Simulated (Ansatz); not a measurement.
# C₂H₇BFN: one species, many methods

How much do the methods differ for C₂H₇BFN? The plan is to run it at one geometry with functionals of several rungs and with coupled cluster, and see how far each lands from CCSD(T) at the basis-set limit for the atomisation energy.

Program: Ansatz 0.2.0, Gaussian basis. Level of theory: functionals in def2-TZVPP, the program's frozen cores in correlated methods. These are calculated values, not measurements.

Levels to be run: PBE-D4, r2SCAN-D4, PBE0-D4, B3LYP-D4, ωB97X-V, ωB97M-V, B2PLYP; CCSD(T)/def2-TZVPP; MP2/def2-QZVPP; extrapolation to the limit.

### 1 Structure used throughout

All runs share one geometry, relaxed beforehand with PBE0-D4 in a triple-zeta def2 set.

12 atoms, charge 0, spin multiplicity 1.

Atoms are counted from 1 here; the program's logs count them from 0.

Bond lengths: B1–N2 1.390 Å, B1–H6 1.196 Å, B1–H7 1.195 Å, N2–C3 1.423 Å, N2–H8 1.010 Å, C3–C4 1.507 Å, C3–F5 1.394 Å, C3–H9 1.093 Å, C4–H10 1.090 Å, C4–H11 1.091 Å, C4–H12 1.093 Å. Angles: N2–B1–H6 118.6°, N2–B1–H7 118.9°, H6–B1–H7 122.5°, B1–N2–C3 126.0°, B1–N2–H8 120.3°, C3–N2–H8 113.6°, N2–C3–C4 113.3°, N2–C3–F5 109.3°, N2–C3–H9 107.9°, C4–C3–F5 107.7°, C4–C3–H9 112.0°, F5–C3–H9 106.6°, C3–C4–H10 110.2°, C3–C4–H11 110.1°, C3–C4–H12 110.2°, H10–C4–H11 109.0°, H10–C4–H12 108.4°, H11–C4–H12 108.9°.

### 2 PBE-D4 (GGA)

Contents of in.yaml:

```yaml
crystal:
  periodic: [false, false, false]
  atoms:
    - {symbol: B, position_ang: [-1.637674, -0.388811, 1.165483]}
    - {symbol: N, position_ang: [-0.826111, -0.316626, 0.039746]}
    - {symbol: C, position_ang: [0.260865, 0.581592, -0.151691]}
    - {symbol: C, position_ang: [1.489308, -0.082191, -0.717855]}
    - {symbol: F, position_ang: [-0.123810, 1.586296, -1.037566]}
    - {symbol: H, position_ang: [-1.407267, 0.340441, 2.085580]}
    - {symbol: H, position_ang: [-2.527980, -1.185830, 1.185009]}
    - {symbol: H, position_ang: [-0.999761, -0.917477, -0.753685]}
    - {symbol: H, position_ang: [0.464182, 1.070150, 0.804310]}
    - {symbol: H, position_ang: [2.272175, 0.657344, -0.887747]}
    - {symbol: H, position_ang: [1.859895, -0.839757, -0.025684]}
    - {symbol: H, position_ang: [1.253279, -0.560431, -1.671900]}
basis:
  gaussian: {orbitals: def2-TZVPP}
hamiltonian: {xc: pbe, dispersion: d4}
output: {forces: true, orbitals: {seedname: orbitals}}
```

Launch:

```console
ansatz run in.yaml --threads 4 --pin off --events-out ev --progress --plain --max-ram 10444MiB
```

After this run come: r2SCAN-D4 (meta-GGA); PBE0-D4 (hybrid); B3LYP-D4 (hybrid); ωB97X-V (range-separated); ωB97M-V (range-separated); B2PLYP (double hybrid); CCSD(T) in def2-TZVPP; MP2 in def2-QZVPP.

Q: Predict the results of all the runs planned. Wanted: atomisation energy, CCSD(T)/CBS; farthest; mean size of error, hybrid; mean size of error, range-separated; gap, smallest and largest; T1 diagnostic; triples share of the correlation energy.

As calculated:

| quantity | value |
| --- | --- |
| atomisation energy, CCSD(T)/CBS | 47.682 eV |
| functionals within 0.238 eV (0.5 %) | r2SCAN-D4, B2PLYP |
| farthest | PBE-D4 (+1.216 eV) |
| mean size of error, hybrid | 0.335 eV |
| mean size of error, range-separated | 0.312 eV |
| gap, smallest and largest | 6.23 eV (PBE-D4), 13.10 eV (ωB97X-V) |
| T1 diagnostic | 0.0120 |
| triples share of the correlation energy | 3.5 % |

What this shows: PBE-D4 is off by +1.216 eV. Double hybrids carry the basis error of their MP2 part in triple zeta, and no dispersion term here, so their miss is partly the set-up's. The reference freezes the cores and leaves out relativity and excitations past (T), so misses under about 0.238 eV can't be ranked. Hartree-Fock recovers 74 % of the binding; the rest is correlation. Orbital gaps span 6.2 to 13.1 eV; exact exchange widens them.
